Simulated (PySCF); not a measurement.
# C9H15N2+: excited states

Aim: compute the excited states of C9H15N2+ (`C#C/C(=C/C=[N+](C)C)N(C)C`).

Computed with PySCF 2.14.0 and routines of our own; the level stands in each step. Atoms count from 0.

## 1. The starting structure

26 atoms, charge 1, multiplicity 1; geometry from: GFN2-xTB.

## 2. Optimising the geometry at PBE0-D3(BJ)/def2-SVP

The job: settings as JSON, then the geometry in Å.

```
{"job": {"xc": "PBE0", "basis": "def2-SVP", "d3": "d3bj", "grid": 2, "kind": "geom"}, "charge": 1, "multiplicity": 1}
C     -2.177760     3.085404     0.566352
C     -1.773998     1.970132     0.373988
C     -1.218455     0.683567     0.136254
C      0.175906     0.695419    -0.031451
C      1.064042    -0.359406     0.053543
N      2.368686    -0.259188    -0.119018
C      3.000421     0.980660    -0.508227
C      3.250678    -1.376300     0.106080
N     -2.053940    -0.344868     0.070714
C     -1.680141    -1.652971    -0.401596
C     -3.456989    -0.200748     0.384443
H     -2.545362     4.056151     0.730410
H      0.585707     1.686963    -0.153391
H      0.723282    -1.343020     0.341089
H      2.545255     1.375816    -1.417178
H      4.055524     0.802545    -0.696929
H      2.910996     1.728085     0.283001
H      3.979699    -1.126176     0.879508
H      3.793250    -1.617444    -0.810437
H      2.693338    -2.254576     0.424019
H     -1.373748    -2.303400     0.421212
H     -0.875312    -1.580792    -1.132809
H     -2.544096    -2.109651    -0.883839
H     -4.053335    -0.173906    -0.530716
H     -3.778677    -1.053049     0.983446
H     -3.636016     0.713365     0.944806
```

Started as:

```sh
$ OMP_NUM_THREADS=1 python excited_run.py task.json out
```

The driver reads the jobs from task.json and runs them one after another.

What it wrote:

```text
step   0  E = -460.31561339  max force = 0.020505
step   1  E = -460.31808041  max force = 0.003292
step   2  E = -460.31805421  max force = 0.001062
step   3  E = -460.31811999  max force = 0.000762
step   4  E = -460.31807225  max force = 0.001591
step   5  E = -460.31812343  max force = 0.000824
step   6  E = -460.31813182  max force = 0.000681
step   7  E = -460.31813675  max force = 0.000621
step   8  E = -460.31814558  max force = 0.000373
optimisation converged
```

Wall time 4.5 min (1 thread of Arm Neoverse V2, shared host); peak memory 1.1 GiB.

Along the way: (the energy doesn't fall at every step)

```csv
step,energy from step 0 (eV),largest force component (eV/Å)
0,0.0000,1.0544
1,-0.0671,0.1693
2,-0.0664,0.0546
3,-0.0682,0.0392
4,-0.0669,0.0818
5,-0.0683,0.0424
6,-0.0685,0.0350
7,-0.0687,0.0319
8,-0.0689,0.0192
```

Distances of close pairs at the start and the end, largest changes first:

```csv
bond,before (Å),after (Å),change (Å)
C0–H11,1.051,1.077,+0.027
C4–H13,1.080,1.091,+0.011
C0–C1,1.202,1.212,+0.010
N8–C10,1.445,1.455,+0.010
N5–C7,1.441,1.451,+0.010
C3–C4,1.382,1.392,+0.010
C9–H20,1.093,1.103,+0.010
C2–C3,1.404,1.414,+0.010
```

The end geometry stands in the next job.

```
                         at the end point                value
  point group (found at 0.08 Å tolerance)                   C1
rotational constants (GHz, main isotopes)  1.773, 0.595, 0.458
```

## 3. Excited states: TDA CAM-B3LYP/def2-SVP

The job: settings as JSON, then the geometry in Å.

```
{"job": {"kind": "states", "xc": "CAM-B3LYP", "basis": "def2-SVP", "tda": true, "soc": true, "nstates": 6, "ntriplets": 5, "nquad": 4}, "charge": 1, "multiplicity": 1}
C     -2.181267     3.183591     0.621476
C     -1.766770     2.060931     0.429096
C     -1.200722     0.768495     0.189286
C      0.202107     0.768743     0.008853
C      1.083102    -0.303277     0.117856
N      2.395613    -0.220655    -0.022395
C      3.040343     1.032818    -0.369959
C      3.252371    -1.370941     0.199846
N     -2.037149    -0.271612     0.139606
C     -1.638413    -1.582234    -0.326703
C     -3.445485    -0.148817     0.485329
H     -2.558975     4.178059     0.792434
H      0.622001     1.766194    -0.116255
H      0.726880    -1.299171     0.383931
H      2.591133     1.460263    -1.278533
H      4.104110     0.850648    -0.558849
H      2.949748     1.762009     0.451047
H      3.964384    -1.165398     1.013998
H      3.821316    -1.605682    -0.712871
H      2.647145    -2.243369     0.474770
H     -1.286418    -2.223960     0.498092
H     -0.852043    -1.492715    -1.088448
H     -2.508383    -2.070313    -0.785305
H     -4.066090    -0.180092    -0.424322
H     -3.730059    -0.986956     1.137440
H     -3.630965     0.790895     1.014921
```

Level: TDA CAM-B3LYP/def2-SVP excited states, vertical, gas phase, spin-orbit mean-field couplings.

What it wrote:

```text
coarse grid: 21200 points
cycle   1  E = -460.4403424801  dE =  1.953e+00  |g| = 4.233e-01  |ddm| = 5.307e+00
cycle   2  E = -460.4497262820  dE = -9.384e-03  |g| = 4.163e-01  |ddm| = 1.020e+00
cycle   3  E = -460.4886228198  dE = -3.890e-02  |g| = 1.086e-01  |ddm| = 4.578e-01
cycle   4  E = -460.4907246089  dE = -2.102e-03  |g| = 5.910e-02  |ddm| = 1.412e-01
cycle   5  E = -460.4915276182  dE = -8.030e-04  |g| = 1.259e-02  |ddm| = 5.755e-02
cycle   6  E = -460.4915601522  dE = -3.253e-05  |g| = 4.254e-03  |ddm| = 1.388e-02
cycle   7  E = -460.4915649346  dE = -4.782e-06  |g| = 7.730e-04  |ddm| = 4.911e-03
final grid: 203440 points
cycle   8  E = -460.5807128410  dE = -5.390e-05  |g| = 4.342e-03  |ddm| = 3.375e-02
cycle   9  E = -460.5807143677  dE = -1.527e-06  |g| = 3.844e-03  |ddm| = 8.269e-03
cycle  10  E = -460.5807178266  dE = -3.459e-06  |g| = 7.260e-04  |ddm| = 3.622e-03
cycle  11  E = -460.5807179325  dE = -1.059e-07  |g| = 3.008e-04  |ddm| = 8.435e-04
cycle  12  E = -460.5807179514  dE = -1.891e-08  |g| = 1.019e-04  |ddm| = 3.353e-04
cycle  13  E = -460.5807179538  dE = -2.434e-09  |g| = 3.142e-05  |ddm| = 1.090e-04
cycle  14  E = -460.5807179541  dE = -2.779e-10  |g| = 1.050e-05  |ddm| = 4.124e-05
converged SCF energy = -460.5807179541

Singlet excitations
state   eV       nm        f     d(h-e)  d(exc)  Lambda  PR(NTO)  |dmu|/D   mu/D   main configurations
  1   4.4312   279.8   0.89355   0.731   3.337   0.678   1.091    0.967    2.514   H->L 0.91
  2   4.8479   255.7   0.05335   1.407   3.099   0.393   1.024    4.715    3.096   H-2->L 0.84
  3   5.5404   223.8   0.19483   1.231   3.186   0.622   1.351    3.094    1.672   H-1->L 0.76
  4   6.5957   188.0   0.05550   1.164   3.214   0.564   1.108    4.086    5.577   H->L+1 0.42, H-1->L+2 0.17, H->L+2 0.17
  5   6.9614   178.1   0.03853   0.583   3.386   0.601   2.294                     H->L+1 0.42, H-3->L 0.16, H-1->L+1 0.16
  6   7.1653   173.0   0.05721   1.087   3.408   0.623   2.245                     H-3->L 0.41, H->L+2 0.13, H-1->L+2 0.13

Triplet excitations (Tamm-Dancoff)
state   eV     d(h-e)  d(exc)  Lambda  PR(NTO)   main configurations
  1   2.4554   0.604   3.194   0.691   1.017   H->L 0.97
  2   3.9246   0.861   2.992   0.631   1.077   H-1->L 0.87
  3   4.5416   1.273   2.940   0.380   1.041   H-2->L 0.85, H-2->L+1 0.08
  4   5.0110   0.548   2.712   0.628   1.798   H->L+1 0.53, H-3->L 0.25, H->L+2 0.10
  5   5.5956   0.118   2.386   0.621   1.653   H-2->L+2 0.37, H-2->L+1 0.22, H->L+1 0.12
S1 - T1 = 1.9758 eV

Spin-orbit couplings |<S|Hso|T>| (cm-1)
             T1       T2       T3       T4       T5
S0        0.650    0.877    5.467    0.345    0.799
S1        0.378    1.730    5.285    0.796    2.327
S2        2.876    8.609    0.898    2.544    4.482
S3        1.298    2.029   13.263    0.236    0.712
S4        2.765    4.286    0.630    2.102    7.154
S5        1.560    3.811    1.934    1.075    4.054
S6        1.045    1.047    3.498    0.788    3.465
T1 sublevels (cm-1): 0.000 0.000 0.000   radiative rates (1/s): 0.0185 0.0126 0.0346
```

Wall time 78 s (1 thread of Arm Neoverse V2, shared host); peak memory 1.2 GiB.

In short:

```csv
quantity,value
S1 less T1,1.98 eV
```

## 4. What came out

```
                                   quantity                 value
                                point group                    C1
       rotational constants (main isotopes)  1.77, 0.60, 0.46 GHz
S1 less T1 (step 3, TDA CAM-B3LYP/def2-SVP)               1.98 eV
```

In words: The optimisation took 8 steps and gained 0.069 eV; among the close pairs (by a distance rule), C0–H11 changed most, from 1.051 to 1.077 Å. No frequency check was run at this level, so the end point may be a saddle. In step 3, the number of triplets below S1 is 2, and the largest singlet-triplet spin-orbit coupling is S3–T3, 13.26 cm⁻¹.
